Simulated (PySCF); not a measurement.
# H3Sb (SbH3): the cost of one run

Program: PySCF 2.14.0. Level of theory: levels as typed in each script, gas phase, geometry from GFN2-xTB. These are calculated values, not measurements.

## 1. The starting structure

4 atoms, charge 0, spin multiplicity 1.

Bond lengths: Sb1–H2 1.686 Å, Sb1–H3 1.686 Å, Sb1–H4 1.686 Å. Angles: H2–Sb1–H3 88.9°, H2–Sb1–H4 88.6°, H3–Sb1–H4 88.8°.

As a file:

```xyz
4
H3Sb
Sb    0.0517   -0.0179    0.0077
H    -1.0561   -0.6285   -1.1064
H    -0.4009    1.5414   -0.4457
H    -1.1782   -0.0011    1.1606
```

## 2. Localised orbitals (r2SCAN/def2-tzvp)

The input, input.py:

```python
import numpy as np
from pyscf import gto, scf, dft, lo
from pyscf.data.elements import chemcore

def solve(mol, dm0=None, hcore=None):
    mf = (dft.UKS if mol.spin else dft.RKS)(mol, xc='r2scan')
    mf.grids.level = 3
    mf = mf.density_fit(auxbasis='def2-universal-jkfit')
    mf.conv_tol, mf.max_cycle = 1e-8, 80
    if hcore is not None:
        mf.get_hcore = lambda *args: hcore
    mf.kernel(dm0)
    if not mf.converged:
        mf = mf.newton().run(mf.mo_coeff, mf.mo_occ, max_cycle=30)
    assert mf.converged, 'SCF not converged'
    return mf

mol = gto.M(atom='''
Sb     0.05167    -0.01788     0.00768
H     -1.05609    -0.62846    -1.10639
H     -0.40087     1.54139    -0.44573
H     -1.17819    -0.00110     1.16056
''', basis='def2-tzvp', ecp={'Sb': 'def2-tzvp'}, charge=0, spin=0, verbose=4)
mf = solve(mol)
occ_all = mf.mo_coeff[:, mf.mo_occ > 0]
occ = occ_all[:, chemcore(mol):]
pm = lo.PM(mol, occ, pop_method='meta_lowdin')
loc = pm.kernel()
for _ in range(5):
    new, stable = pm.stability_jacobi(return_status=True)
    if stable:
        break
    loc = pm.kernel(new)
fock, s = mf.get_fock(), mf.get_ovlp()
ortho = lo.orth_ao(mol, 'meta_lowdin')
labels = mol.ao_labels(fmt=None)
vir = loc[:, :0]
both = np.hstack([loc, vir])
p = (ortho.T @ s @ both) ** 2
pop = np.array([p[[l[0] == a for l in labels]].sum(0) for a in range(mol.natm)])
spd = np.array([[p[[l[0] == a and l[2][-1] == k for l in labels]].sum(0) for k in 'spd'] for a in range(mol.natm)])
eps = np.einsum('pi,pq,qi->i', both, fock, both)
for i in np.argsort(eps):
    top = np.argsort(-pop[:, i])[:3]
    print('%3d %s %9.4f Eh ' % (i + 1, 'occ' if i < loc.shape[1] else 'vir', eps[i]), '  '.join('%s%d %.3f' % (mol.atom_symbol(a), a + 1, pop[a, i]) for a in top))
np.savez('result.npz', c=both, nocc=loc.shape[1], pop=pop, spd=spd, eps=eps, e=mf.e_tot)
```

Command:

```bash
> OMP_NUM_THREADS=1 python input.py
```

Q: Estimate wall time and peak memory on 1 thread of Arm Neoverse V2, shared host.

About 5.2 s, with a peak of 0.28 GiB.
